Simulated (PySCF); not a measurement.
# CaN+: bond curves at several levels of theory

What are the lowest state that PBE0 finds, the bond length, vibrational wavenumber and bond energy of CaN+, and how much do these hang on the method?

Method: Ca pcseg-1, N pcseg-1, no relativity; program: PySCF 2.14.0.

## (1) Set-up

A driver script around PySCF takes these settings:

```json
{
  "atoms": "Ca, N",
  "charge": "1",
  "basis": "Ca pcseg-1, N pcseg-1",
  "Hamiltonian": "no relativity",
  "basis functions": "38",
  "electrons treated": "26",
  "masses in u": "39.9626, 14.0031",
  "levels": "PBE0, PBE, r²SCAN, r²SCAN0, BLYP, PBEsol, CAM-B3LYP, HF, MP2, SCS-MP2, CCSD, CCSD(T)",
  "grid": "80 radial by 434 angular points",
  "occupations": "held fixed by the projection of orbital angular momentum",
  "dissociation limit": "Ca+ + N, each in its ground configuration",
  "starting distance in angstrom": "2.345",
  "values of 2S to try": "0, 2, 4"
}
```

On the command line:

```console
$ OMP_NUM_THREADS=1 python dia.py task.json out
```

The runs that follow: PBE0 along the bond; Other states along the same grid; PBE; r²SCAN (meta-GGA); r²SCAN0 (hybrid meta-GGA); BLYP (GGA); PBEsol (GGA); CAM-B3LYP; UHF (mean field); Adding correlation.

Before running it: what results should come out? Wanted: for each run, Re; ωe; De; μ.

As calculated:

Lowest PBE0 solution found, without spin–orbit coupling: ³Σ⁻ (triplet), unpaired electrons π ↑↑. State 2 has its PBE0 minimum 0.12 eV higher. State 3 has its PBE0 minimum 0.52 eV higher, as a spin-mixed determinant (⟨S²⟩ = 1.00), so this is no gap between pure states. State 4 has its PBE0 minimum 0.68 eV higher, as a spin-mixed determinant (⟨S²⟩ = 1.00), so this is no gap between pure states. The other levels ran on the lowest alone.

| level | Re (Å) | ωe (cm⁻¹) | De (eV) | μ (D) |
| --- | --- | --- | --- | --- |
| PBE | 2.165 | 514 | 2.02 | -7.06 |
| PBEsol | 2.150 | 526 | 2.09 | -7.04 |
| BLYP | 2.184 | 499 | 1.94 | -6.93 |
| r²SCAN | 2.162 | 530 | 1.70 | -7.68 |
| PBE0 | 2.159 | 527 | 1.54 | -7.86 |
| r²SCAN0 | 2.160 | 535 | 1.30 | -8.24 |
| CAM-B3LYP | 2.157 | 533 | 1.48 | -8.07 |

De is counted to Ca+ + N in their ground configurations. A positive dipole points from Ca to N; in an ion it is taken about the centre of mass and does not tell which atom is negative. No constants: UHF (no minimum is bracketed among the points kept); UHF-MP2 (the points don't follow one smooth fit); UHF-SCS-MP2 (the points don't follow one smooth fit); UHF-CCSD (the points don't follow one smooth fit); UHF-CCSD(T) (the points don't follow one smooth fit).

The methods spread over 0.033 Å in bond length, from PBEsol to BLYP. Of the levels with a De here, r²SCAN0 gives the least (1.30 eV) and PBEsol the most (2.09 eV).

Correlated steps freeze 6 core orbitals. T1 is 0.153 near the minimum (highest on the curve 0.153), which may point to more than one leading configuration.
